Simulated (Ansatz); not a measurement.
# C2H10AlNSi: the cost of one run

Program: Ansatz 0.2.0. Level of theory: RKS B3LYP/cc-pVDZ. These are calculated values, not measurements.

## (1) The starting structure

Bond lengths: C1–Si2 1.836 Å, Si2–C3 1.847 Å, Si2–Al4 2.374 Å, Al4–N5 1.972 Å, C1–H6 1.181 Å, C1–H7 1.107 Å, C1–H8 1.051 Å, Si2–H9 1.518 Å, C3–H10 1.143 Å, C3–H11 1.073 Å, C3–H12 1.123 Å, Al4–H13 1.504 Å, N5–H14 1.019 Å, N5–H15 1.060 Å. Angles (14 of 24 angles, heavy atoms first): C1–Si2–C3 107.2°, C1–Si2–Al4 112.4°, C3–Si2–Al4 108.0°, Si2–Al4–N5 116.5°, C1–Si2–H9 109.7°, C3–Si2–H9 110.5°, Al4–Si2–H9 109.0°, Si2–C1–H6 107.5°, Si2–C1–H7 109.5°, Si2–C1–H8 111.3°, Si2–C3–H10 109.0°, Si2–C3–H11 111.3°, Si2–C3–H12 110.3°, Si2–Al4–H13 124.8°.

As a file:

```xyz
15

C    -1.2951   -0.9115    0.7372
Si    0.3598   -0.1173    0.7841
C     1.5963   -1.3987    0.2934
Al    0.5367    1.6959   -0.7375
N    -1.0772    2.1240   -1.7868
H    -2.0947   -0.0840    1.0047
H    -1.5250   -1.2268   -0.2983
H    -1.3594   -1.6992    1.4296
H     0.6455    0.3858    2.1874
H     2.6448   -0.9490    0.3617
H     1.4067   -1.7641   -0.6978
H     1.5984   -2.2415    1.0359
H     1.7632    2.5484   -0.9174
H    -1.3699    1.2818   -2.2799
H    -1.8518    2.3057   -1.0870
```

## (2) Relaxing end A

input.yaml

```yaml
crystal:
  periodic: [false, false, false]
  atoms:
    - { symbol: C, position_ang: [-1.2951, -0.9115, 0.7372] }
    - { symbol: Si, position_ang: [0.3598, -0.1173, 0.7841] }
    - { symbol: C, position_ang: [1.5963, -1.3987, 0.2934] }
    - { symbol: Al, position_ang: [0.5367, 1.6959, -0.7375] }
    - { symbol: "N", position_ang: [-1.0772, 2.124, -1.7868] }
    - { symbol: H, position_ang: [-2.0947, -0.084, 1.0047] }
    - { symbol: H, position_ang: [-1.525, -1.2268, -0.2983] }
    - { symbol: H, position_ang: [-1.3594, -1.6992, 1.4296] }
    - { symbol: H, position_ang: [0.6455, 0.3858, 2.1874] }
    - { symbol: H, position_ang: [2.6448, -0.949, 0.3617] }
    - { symbol: H, position_ang: [1.4067, -1.7641, -0.6978] }
    - { symbol: H, position_ang: [1.5984, -2.2415, 1.0359] }
    - { symbol: H, position_ang: [1.7632, 2.5484, -0.9174] }
    - { symbol: H, position_ang: [-1.3699, 1.2818, -2.2799] }
    - { symbol: H, position_ang: [-1.8518, 2.3057, -1.087] }
basis:
  gaussian: { orbitals: cc-pVDZ }
hamiltonian:
  xc: b3lyp
relax:
  f_tol: 0.02
  max_steps: 50
output:
  orbitals: {}
```

Run with:

```bash
$ ansatz run input.yaml --threads 2 --pin off --max-ram 3072MiB --backend cpu --events-out ev --progress --plain --runs-dir out
```

What time and memory should one allow on 2 threads of Intel Xeon Platinum 8559C (Emerald Rapids), shared host?

About 54 s, with a peak of 0.35 GiB.
